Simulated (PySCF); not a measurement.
# C2H12FNSi3: the cost of one run

Programs: PySCF 2.14.0, with routines of our own; each step states its level. All values are computed. Atoms count from 0.

## 1. The system as given

19 atoms, charge 0, multiplicity 1; geometry from: GFN2-xTB.

## 2. Magnetic properties: GIAO BHandHLYP/pcSseg-1

What the job is given:

```
{"job": {"kind": "mag", "xc": "BHandHLYP", "basis": "pcSseg-1", "isotopologues": 2}, "charge": 0, "multiplicity": 1}
C     -1.717787    -1.263977     1.087508
C     -1.603117    -0.604669    -0.281979
N     -0.441598     0.258662    -0.377237
Si    -0.680124     1.919791     0.049375
Si     1.074335    -0.462579    -0.843596
Si     2.750004     0.133038     0.608387
F      4.102027    -0.507547    -0.010716
H     -1.788377    -0.503732     1.861582
H     -0.838372    -1.874513     1.281175
H     -2.602393    -1.895346     1.130448
H     -1.542577    -1.376811    -1.053310
H     -2.504695    -0.016447    -0.474769
H     -1.799370     2.441348    -0.741581
H      0.567274     2.609689    -0.265398
H     -0.996884     2.053396     1.477881
H      0.833537    -1.917282    -0.855960
H      1.331455    -0.098222    -2.252647
H      2.740385    -0.431889     1.960217
H      3.106474     1.546339     0.723487
```

Method: GIAO BHandHLYP/pcSseg-1 magnetisability, rotational g tensor and spin-rotation constants, non-relativistic, gas phase.

The run is started by

```bash
$ OMP_NUM_THREADS=1 python excited_run.py task.json out
```

This one command runs all jobs of the session in turn.

Q: Estimate the wall time and peak memory of this job on 1 thread of Arm Neoverse V2, shared host.

About 40 s, with a peak of 0.92 GiB.
